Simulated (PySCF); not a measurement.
# C4H14GeSi (GeH2Me(SiMe3)): the cost of one run

Computed with PySCF 2.14.0, with density-fitted response routines of our own, on a single molecule in the gas phase. Atoms are numbered from 0 throughout.

## (1) The starting structure

20 atoms, charge 0, multiplicity 1; geometry from: GFN2-xTB. The atoms were then displaced at random by about 0.03 Å, so the start is not that level's minimum.

Bonds of the start (Å): Ge0–H1 1.50, Ge0–H2 1.42, Ge0–C3 2.04, Ge0–Si7 2.31, C3–H4 1.01, C3–H5 1.19, C3–H6 1.08, Si7–C8 1.98, Si7–C9 1.86, Si7–C10 1.91, C8–H11 1.10, C8–H12 1.17, C8–H13 1.05, C9–H14 1.08, C9–H15 1.10, C9–H16 1.06, C10–H17 1.09, C10–H18 1.07, C10–H19 1.09.

## (2) Optimising the geometry at PBE0-D3(BJ)/def2-SVP

What the job is given:

```
{"job": {"xc": "PBE0", "basis": "def2-SVP", "d3": "d3bj", "grid": 1, "maxiter": 40, "shake": 0.03, "kind": "geom"}, "charge": 0, "multiplicity": 1}
Ge     1.093470     1.170830     0.718810
H      1.162160     1.326870     2.204120
H      2.415240     1.342550     0.233120
C      0.268310     2.938510     0.128240
H      0.708270     3.779590     0.461900
H     -0.856630     3.008380     0.517770
H      0.144380     2.982450    -0.944360
Si    -0.014270    -0.704170    -0.058650
C     -1.891330    -0.677960     0.572780
C      0.011700    -0.804100    -1.918940
C      0.774580    -2.264620     0.715760
H     -2.403670    -1.577590     0.207500
H     -2.490110     0.201900     0.083980
H     -2.007830    -0.638160     1.618930
H     -0.490280     0.027920    -2.394460
H      1.049610    -0.750350    -2.268670
H     -0.448340    -1.658760    -2.345760
H      1.817270    -2.274070     0.408750
H      0.764520    -2.258000     1.781840
H      0.255360    -3.157080     0.376670
```

On the command line:

```bash
> OMP_NUM_THREADS=1 python probes_run.py task.json out
```

The driver reads the jobs from task.json and runs them one after another.

Q: Estimate the wall time and peak memory of this first job on 1 thread of AMD EPYC, shared host.

About 3.5 min, with a peak of 0.75 GiB.
